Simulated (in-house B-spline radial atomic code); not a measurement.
# Ar⁸⁺: ionisation energy by several methods

An exercise on one series of results from a longer session: the logs are not shown, and one member is left open.

Program: in-house B-spline radial atomic code version 1. Level of theory: non-relativistic, several functionals, spin-polarised; spherical all-electron atom at the radial basis limit. These are calculated values, not measurements, unless marked.

## The system

- element: argon (Z = 18)
- charge: +8
- electrons: 10
- configuration: [He] 2s2 2p6
- nucleus: point

The outer shells:

[He] 2s2 2p6
```
[He] core
2s [↑↓]
2p [↑↓][↑↓][↑↓]
```

Where spins are not typed, each open shell is filled with up spins first.

Set-up of the first run:

Settings of the run:

```ini
Z = 18
electrons = 10.0
configuration = [He] 2s2 2p6
hamiltonian = nr
method = scan,scan
spin_polarised = True
```

Among the steps run: SCAN, a meta-GGA; Hartree-Fock; revTPSS, a meta-GGA; r2SCAN, a meta-GGA; LDA (PW92); OLYP, a GGA; PW91, a GGA; BLYP, a GGA.

One of the session's tables, all rows but one given; the rest of the session is left out.

```
      method  ΔSCF (eV)
  LDA (PW92)     422.68
        OLYP     423.85
        PW91          ?
        BLYP     423.02
        SCAN     425.58
     revTPSS     423.09
      r2SCAN     425.37
Hartree-Fock     421.44
```

**Question.** Estimate the row for PW91.

The run gave: ΔSCF (eV): 423.25. In the column «ΔSCF (eV)» it lies between revTPSS (423.09) and OLYP (423.85).
